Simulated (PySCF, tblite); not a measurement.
# C3H12BFSi2: geometry, infrared bands and NMR shifts

Wanted: the infrared bands and NMR shifts of C3H12BFSi2 (`BC([SiH3])([SiH3])CCF`), by calculation.

The runs use tblite 0.8.0 and PySCF 2.14.0, with density-fitted response routines of our own; the level of theory stands in each step. All values are computed, except where a source is named. Atoms are numbered from 0 throughout.

## 1. The molecule as given

19 atoms, charge 0, multiplicity 1; geometry from: force field or distance geometry start.

Bonds of the start (Å): B0–C1 1.61, C1–Si2 1.82, C1–Si3 1.86, C1–C4 1.49, C4–C5 1.50, C5–F6 1.40, B0–H7 1.18, B0–H8 1.17, Si2–H9 1.47, Si2–H10 1.46, Si2–H11 1.50, Si3–H12 1.46, Si3–H13 1.46, Si3–H14 1.48, C4–H15 1.10, C4–H16 1.13, C5–H17 1.13, C5–H18 1.10.

## 2. Relaxing the molecule with GFN2-xTB

The job: settings as JSON, then the geometry in Å.

```
{"job": {"kind": "relax", "xc": "GFN2-xTB", "basis": "xTB"}, "charge": 0, "multiplicity": 1}
B      0.247900    -1.318700     1.090200
C     -0.339700    -0.222400     0.074500
Si    -0.786700     1.375000     0.824000
Si    -1.875200    -0.976000    -0.659000
C      0.740100    -0.001100    -0.923000
C      1.956700     0.495000    -0.195100
F      3.012300     0.734300    -1.077800
H      0.498800    -2.351700     0.572200
H      0.915400    -1.017600     2.002200
H     -1.915500     1.328500     1.771400
H      0.277000     2.104400     1.506000
H     -1.242100     2.265800    -0.289700
H     -1.584400    -1.654200    -1.920500
H     -2.842800     0.102900    -0.812600
H     -2.465600    -1.983700     0.241900
H      0.945300    -0.871900    -1.564900
H      0.363000     0.835500    -1.580500
H      2.264900    -0.275700     0.576600
H      1.820900     1.440800     0.356800
```

On the command line:

```console
OMP_NUM_THREADS=1 python probes_run.py task.json out
```

This one command runs all jobs of the session in turn.

**Question.** This job is followed by: GFN2-xTB harmonic vibrations, gas phase; GIAO PBE0/pcSseg-1 NMR shielding, non-relativistic, gas phase. What will the session give for the following? strongest single infrared mode (GFN2-xTB); zero-point energy (GFN2-xTB); ¹³C shifts against TMS (PBE0/pcSseg-1); ¹H shifts against TMS (PBE0/pcSseg-1, means over atoms taken as alike); ¹¹B shifts against BF3·OEt2 (PBE0/pcSseg-1); ²⁹Si shifts against TMS (PBE0/pcSseg-1, means over atoms taken as alike); ¹⁹F shifts against CFCl3 (PBE0/pcSseg-1).

As calculated:

| quantity | value |
| --- | --- |
| strongest single infrared mode (GFN2-xTB) | 2241 cm⁻¹, 515 km/mol |
| zero-point energy (GFN2-xTB) | 83.5 kcal/mol |
| ¹³C shifts against TMS (PBE0/pcSseg-1) | 89.4, 40.3, 30.8 ppm |
| ¹H shifts against TMS (PBE0/pcSseg-1, means over atoms taken as alike) | 7.42, 4.73, 3.99, 2.28 ppm |
| ¹¹B shifts against BF3·OEt2 (PBE0/pcSseg-1) | 80.6 ppm |
| ²⁹Si shifts against TMS (PBE0/pcSseg-1, means over atoms taken as alike) | -73.9 ppm |
| ¹⁹F shifts against CFCl3 (PBE0/pcSseg-1) | -237.1 ppm |

Over 106 steps the energy fell by 1.012 eV; of the close pairs, C1–Si2 changed most, 1.820 to 1.915 Å. All 51 modes are real, so the xTB geometry is a minimum. The strongest single mode, at 2241 cm⁻¹, moves mainly H12. GFN2-xTB is a fitted tight-binding method: band positions and strengths are rough. Its intensities can rank the bands wrongly. The most deshielded carbon is C5 (sp3 CH2 bonded to F), at 89.4 ppm: pulled downfield by the heteroatom. At PBE0/pcSseg-1: The widest tensor belongs to B0: span 185 ppm, with a paramagnetic part of -176 ppm.
